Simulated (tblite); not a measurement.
# C4H13PSSi: the cost of one run

Programs: tblite 0.8.0 and PySCF 2.14.0, with density-fitted response routines of our own. Each step states its level of theory. These are calculated values for one molecule in the gas phase, unless marked as measured. Atoms are numbered from 0 throughout.

**1. Starting geometry**

20 atoms, charge 0, multiplicity 1; geometry from: force field or distance geometry start.

Bonds of the start (Å): C0–C1 1.51, C1–C2 1.49, C1–P3 1.81, P3–S4 1.72, P3–C5 1.81, C5–Si6 1.87, C0–H7 1.09, C0–H8 1.11, C0–H9 1.12, C1–H10 1.12, C2–H11 1.11, C2–H12 1.12, C2–H13 1.11, P3–H14 1.42, C5–H15 1.13, C5–H16 1.10, Si6–H17 1.47, Si6–H18 1.46, Si6–H19 1.49.

**2. Geometry optimisation with GFN2-xTB**

The job: settings as JSON, then the geometry in Å.

```
{"job": {"kind": "relax", "xc": "GFN2-xTB", "basis": "xTB"}, "charge": 0, "multiplicity": 1}
C     -1.961800    -1.007900    -0.550100
C     -1.223400     0.151700     0.074400
C     -1.991500     1.417500    -0.110000
P      0.364400     0.341800    -0.765600
S      0.102800     0.275700    -2.463400
C      1.505200    -0.969500    -0.270300
Si     3.028000    -0.177200     0.460900
H     -1.354200    -1.918200    -0.538800
H     -2.133800    -0.726200    -1.605600
H     -2.946000    -1.118700    -0.019900
H     -1.006000    -0.077500     1.153100
H     -2.101200     1.665000    -1.186400
H     -1.476800     2.224200     0.471300
H     -3.004900     1.345500     0.338100
H      0.945800     1.595400    -0.448900
H      1.020100    -1.576800     0.546900
H      1.849300    -1.598800    -1.103400
H      4.155800    -1.118800     0.554200
H      3.478200     0.976800    -0.319600
H      2.744800     0.306700     1.838100
```

Launch:

```sh
OMP_NUM_THREADS=1 python probes_run.py task.json out
```

One launch serves the whole session: the jobs run in the order shown.

Q: Estimate the wall time and peak memory of this first job on 1 thread of Arm Neoverse V1, shared host.

About 1.4 s, with a peak of 0.18 GiB.
